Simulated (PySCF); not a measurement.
**CH8F2Si3: runs on many settings, part 1 of 2**

Which settings matter for CH8F2Si3 (`FC(F)[SiH2][SiH2][SiH3]`)?

The runs use PySCF 2.14.0, with density-fitted response routines of our own; the level of theory stands in each step. All values are computed, except where a source is named. Atoms count from 0, in the outputs and in this text.

## Step 1: Starting geometry

14 atoms, charge 0, multiplicity 1; geometry from: GFN2-xTB.

Bonds of the start (Å): F0–C1 1.37, C1–F2 1.37, C1–Si3 1.94, Si3–Si4 2.32, Si4–Si5 2.33, C1–H6 1.10, Si3–H7 1.47, Si3–H8 1.47, Si4–H9 1.48, Si4–H10 1.47, Si5–H11 1.47, Si5–H12 1.46, Si5–H13 1.46.

## Step 2: Nuclear shieldings: PBE0/pcSseg-1

Job settings and geometry (Å):

```
{"job": {"kind": "nmr", "xc": "PBE0", "basis": "pcSseg-1"}, "charge": 0, "multiplicity": 1}
F     -0.855557     1.830967    -0.665952
C     -1.758365     0.839012    -0.397031
F     -1.705308    -0.001762    -1.474437
Si    -1.235054    -0.111970     1.211214
Si     0.853950    -1.006041     0.739856
Si     2.021654    -0.008308    -1.007238
H     -2.752025     1.304255    -0.407314
H     -1.340607     0.938366     2.230271
H     -2.383589    -0.998945     1.430387
H      1.605971    -0.969182     2.008380
H      0.657022    -2.449494     0.509993
H      3.361470    -0.592941    -1.139212
H      2.194761     1.426366    -0.777738
H      1.334999    -0.200797    -2.283345
```

Method: GIAO PBE0/pcSseg-1 NMR shielding, non-relativistic, gas phase.

On the command line:

```sh
$ OMP_NUM_THREADS=1 python probes_run.py task.json out
```

This one command runs all jobs of the session in turn.

What it wrote:

```text
coarse grid: 13096 points
cycle   1  E = -1110.2914046110  dE =  2.123e-01  |g| = 6.182e-01  |ddm| = 3.197e+00
cycle   2  E = -1110.2296503719  dE =  6.175e-02  |g| = 9.055e-01  |ddm| = 8.108e-01
cycle   3  E = -1110.3532634046  dE = -1.236e-01  |g| = 3.861e-02  |ddm| = 4.847e-01
cycle   4  E = -1110.3535242855  dE = -2.609e-04  |g| = 1.173e-02  |ddm| = 4.453e-02
cycle   5  E = -1110.3535592646  dE = -3.498e-05  |g| = 3.914e-03  |ddm| = 1.861e-02
cycle   6  E = -1110.3535637677  dE = -4.503e-06  |g| = 3.877e-04  |ddm| = 5.255e-03
final grid: 113176 points
cycle   7  E = -1110.3992955419  dE = -2.529e-05  |g| = 5.650e-03  |ddm| = 1.468e-02
cycle   8  E = -1110.3992906033  dE =  4.939e-06  |g| = 7.904e-03  |ddm| = 7.857e-03
cycle   9  E = -1110.3993015362  dE = -1.093e-05  |g| = 5.188e-04  |ddm| = 4.255e-03
cycle  10  E = -1110.3993015713  dE = -3.516e-08  |g| = 1.838e-04  |ddm| = 5.383e-04
cycle  11  E = -1110.3993015777  dE = -6.329e-09  |g| = 3.291e-05  |ddm| = 1.934e-04
cycle  12  E = -1110.3993015779  dE = -2.492e-10  |g| = 5.375e-06  |ddm| = 4.519e-05
converged SCF energy = -1110.3993015779

GIAO shielding tensors (ppm)
atom      isotropic    diamagn.    paramagn.     s11        s22        s33       span
  0 F      313.281     476.558    -163.277    177.695    315.035    447.114    269.418
  1 C       57.617     242.926    -185.309     34.042     64.274     74.534     40.492
  2 F      311.030     476.906    -165.876    180.633    310.097    442.359    261.726
  3 Si     421.783     880.087    -458.304    390.997    421.813    452.538     61.541
  4 Si     484.896     880.915    -396.019    475.895    480.076    498.719     22.824
  5 Si     459.352     879.911    -420.559    448.014    461.663    468.377     20.363
  6 H       24.891      27.404      -2.513     22.485     23.927     28.261      5.775
  7 H       27.759      28.870      -1.110     24.552     25.320     33.406      8.854
  8 H       27.653      28.619      -0.966     24.412     25.160     33.387      8.975
  9 H       28.290      29.047      -0.757     24.413     25.749     34.708     10.295
 10 H       28.192      29.207      -1.015     24.463     25.642     34.470     10.007
 11 H       28.045      28.498      -0.453     24.344     25.480     34.311      9.967
 12 H       28.058      29.344      -1.286     24.386     26.625     33.163      8.777
 13 H       27.995      29.418      -1.423     24.175     26.934     32.876      8.701
```

Wall time 41 s (1 thread of Arm Neoverse N1, shared host); peak memory 0.72 GiB.

Shifts follow as δ = σ(reference) − σ, with reference shieldings (ppm) from runs at the same level and on the same kind of geometry: ¹H TMS 31.72, ¹³C TMS 186.9, ²⁹Si TMS 349.2, ¹⁹F CFCl3 170.9. The references are single molecules in the gas phase, so shifts against H2O, NH3, PH3, H3PO4 or CFCl3 are not on the usual liquid scales and can be off by tens of ppm. Atoms listed in one row are averaged.

```csv
atoms,environment,σ (ppm),δ (ppm),δ scaled to CDCl3
C1,sp3 CH bonded to 2 F and Si,57.6,129.3,124.3
H6,hydrogen on an sp3 CH bonded to 2 F and Si,24.89,6.83,6.54
"H7, H8","hydrogen on a silicon bonded to C, Si",27.71,4.01,–
"H11, H12, H13",hydrogen on a silicon bonded to Si,28.03,3.68,–
"H9, H10",hydrogen on a silicon bonded to 2 Si,28.24,3.48,–
"F0, F2",fluorine of a CF2 group,312.2,-141.2,–
Si3,"silicon bonded to C, Si, 2 H",421.8,-72.6,–
Si5,"silicon bonded to Si, 3 H",459.4,-110.2,–
Si4,"silicon bonded to 2 Si, 2 H",484.9,-135.7,–
```

The scaled column applies a straight-line fit of computed shieldings to shifts measured in CDCl3, and one for carbons that bear F (root-mean-square error 0.16 ppm for H, 1.9 ppm for C).

Charges from the same density, by scheme (e):

| atoms | Mulliken | IAO | Hirshfeld | ESP fit |
| --- | --- | --- | --- | --- |
| F0, F2 | -0.31 | -0.31 | -0.11 | -0.19 |
| C1 | 0.24 | 0.19 | 0.06 | 0.08 |
| Si3 | 0.37 | 0.44 | 0.23 | 0.24 |
| Si4 | -0.06 | 0.14 | 0.15 | 0.14 |
| Si5 | 0.23 | 0.32 | 0.22 | 0.20 |

Mayer bond orders: F0–C1 0.89, C1–F2 0.90, C1–Si3 0.84, Si3–Si4 0.88, Si4–Si5 0.90.

Orbitals, density, ELF and potential are computed afterwards from the orbital file.

Frontier orbitals at PBE0/pcSseg-1, with the share of their density that lies nearest to each atom:

```
orbital  energy (eV)                                    lies on
   HOMO        -8.35  C1 22 %; Si3 20 %; F0, F2 about 11 % each
   LUMO        -0.83                Si3 21 %; Si4 17 %; H8 14 %
```

ELF in a plane through or near 6 of the atoms.

Ten even steps from ' ' (0.00) to '@' (1.00):
```
                                                        
                                                        
                                                        
                    ..::..                              
                  ..==++==..        ....                
                  ::++##==----------**##**--            
                  ::==......**%%++++%%@@@@++..          
        ....    ..==::##%%..@@%%  ::++@@%%**..          
      ::@@@@%%++==%%@@....--@@##--**..++==..            
      ##@@@@@@@@==++@@@@****##++::::==::..              
    ..%%@@@@@@##::##..##++..  ::%%@@%%==..              
      **@@@@@@++==##..--..    ..++==++%%%%##..          
      ..++**==::::::++==      ..--::##@@@@@@%%          
              ::++####--    ..::::::**@@@@@@**          
              ..::====..    ..::..    **@@%%..          
                                                        
                                                        
                                                        
                                                        
                                                        
```
The map spans 12.4 Å across and 9.9 Å up, centred on the molecule. Atoms in the plane (x, y in Å): C1 (1.7, -1.0), Si3 (1.5, 0.9), Si4 (-0.8, 1.3), Si5 (-2.2, -0.6), H6 (2.7, -1.4), H11 (-3.6, -0.2).

On the surface of density 0.002 e/bohr³ the electrostatic potential runs, from the 1st to the 99th percentile, from -0.85 V near F2 to 1.24 V near Si3.

## Step 3: Excited states and response: PBE0/def2-SVPD

Settings changed since step 2:

```diff
@@ -1,2 +1,2 @@
-{"job": {"kind": "nmr", "xc": "PBE0", "basis": "pcSseg-1"}, "charge": 0, "multiplicity": 1}
+{"job": {"kind": "uv", "xc": "PBE0", "basis": "def2-SVPD", "nstates": 6, "ntriplets": 2}, "charge": 0, "multiplicity": 1}
 F     -0.855557     1.830967    -0.665952
```

With the program's defaults for keys left out, this is: TDDFT PBE0/def2-SVPD, vertical, gas phase, core orbitals frozen in the response.

What it wrote:

```text
coarse grid: 13096 points
cycle   1  E = -1109.8202524592  dE =  1.816e-01  |g| = 5.625e-01  |ddm| = 4.153e+00
cycle   2  E = -1109.7619350705  dE =  5.832e-02  |g| = 8.333e-01  |ddm| = 1.015e+00
cycle   3  E = -1109.8763184396  dE = -1.144e-01  |g| = 3.819e-02  |ddm| = 5.805e-01
cycle   4  E = -1109.8765976478  dE = -2.792e-04  |g| = 1.092e-02  |ddm| = 7.524e-02
cycle   5  E = -1109.8766321738  dE = -3.453e-05  |g| = 3.695e-03  |ddm| = 2.442e-02
cycle   6  E = -1109.8766372330  dE = -5.059e-06  |g| = 4.444e-04  |ddm| = 7.839e-03
final grid: 113176 points
cycle   7  E = -1110.0143508330  dE = -1.841e-05  |g| = 5.573e-03  |ddm| = 4.603e-02
cycle   8  E = -1110.0143451351  dE =  5.698e-06  |g| = 8.116e-03  |ddm| = 1.067e-02
cycle   9  E = -1110.0143566940  dE = -1.156e-05  |g| = 3.436e-04  |ddm| = 5.653e-03
cycle  10  E = -1110.0143567186  dE = -2.459e-08  |g| = 1.407e-04  |ddm| = 5.657e-04
cycle  11  E = -1110.0143567228  dE = -4.188e-09  |g| = 3.280e-05  |ddm| = 1.866e-04
cycle  12  E = -1110.0143567230  dE = -2.485e-10  |g| = 1.431e-05  |ddm| = 5.945e-05
converged SCF energy = -1110.0143567230

Static polarisability (au): isotropic 102.429, principal 85.483 99.984 121.820

Singlet excitations
state   eV       nm        f      main configurations
  1   6.5144    190.3   0.02153   H->L 0.87, H-1->L 0.09
  2   6.7665    183.2   0.20773   H-1->L 0.67, H->L+1 0.20
  3   6.7917    182.6   0.05599   H->L+1 0.70, H-1->L 0.12
  4   7.0876    174.9   0.00751   H-1->L+1 0.80, H-3->L 0.09
  5   7.2709    170.5   0.01906   H-2->L 0.87
  6   7.4809    165.7   0.21326   H->L+2 0.67, H->L+3 0.20

Triplet excitations (Tamm-Dancoff, eV): 5.5871 6.0409
```

Wall time 56 s (1 thread of Arm Neoverse N1, shared host); peak memory 0.8 GiB.

Frontier orbitals and where they lie:

```csv
orbital,eV,atoms
HOMO−3,-9.54,"Si4 22 %, Si5 17 %, H9 15 %"
HOMO−2,-9.30,"Si4 21 %, Si3 18 %, Si5 11 %"
HOMO−1,-8.63,"Si4 27 %, Si5 27 %, Si3 11 %"
HOMO,-8.38,"Si3 22 %, C1 21 %, Si4 17 %"
LUMO,-0.85,"Si3 30 %, Si4 23 %, Si5 14 %"
LUMO+1,-0.29,"Si4 33 %, Si3 21 %, Si5 10 %"
LUMO+2,0.12,"Si4 26 %, Si5 21 %, Si3 14 %"
```

With each of the 6 states as a Gaussian band of 0.4 eV half-width at 1/e, the curve within the window shown has maxima at 182 nm (ε 12,000), 167 nm (ε 10,000) L/(mol cm). Beyond the last state computed it falls off for lack of states. The curve at chosen wavelengths:

(nm, ε (L/mol/cm)): (159, 5106), (161, 7022), (163, 8646), (165, 9679), (167, 10058), (169, 9976), (171, 9781), (173, 9792), (175, 10156), (177, 10803), (179, 11493), (181, 11937), (183, 11912), (185, 11326), (187, 10233), (189, 8789), (191, 7190), (193, 5618), (195, 4206), (197, 3027), (199, 2101), (201, 1410), (203, 918), (205, 581), (207, 358), (209, 216)

Leading natural transition orbitals of singlet state 6: the hole lies on C1 22 %; Si3 20 %; Si4 11 %; the particle on H9, H10 about 12 % each; Si3, Si4 about 10 % each; H7, H8, H11 about 8 % each.

Leading natural transition orbitals of singlet state 1: the hole lies on C1 24 %; Si3 17 %; F0, F2 about 11 % each; the particle on Si3, Si4 about 18 % each; H8 15 %; Si5 9 %.

Further results of this job:

```
           property  computed
  dipole moment (D)      1.51
polarisability (Å³)     15.18
 HOMO–LUMO gap (eV)      7.53
      −ε(HOMO) (eV)      8.38
```

(Continued in part 2 of 2.)
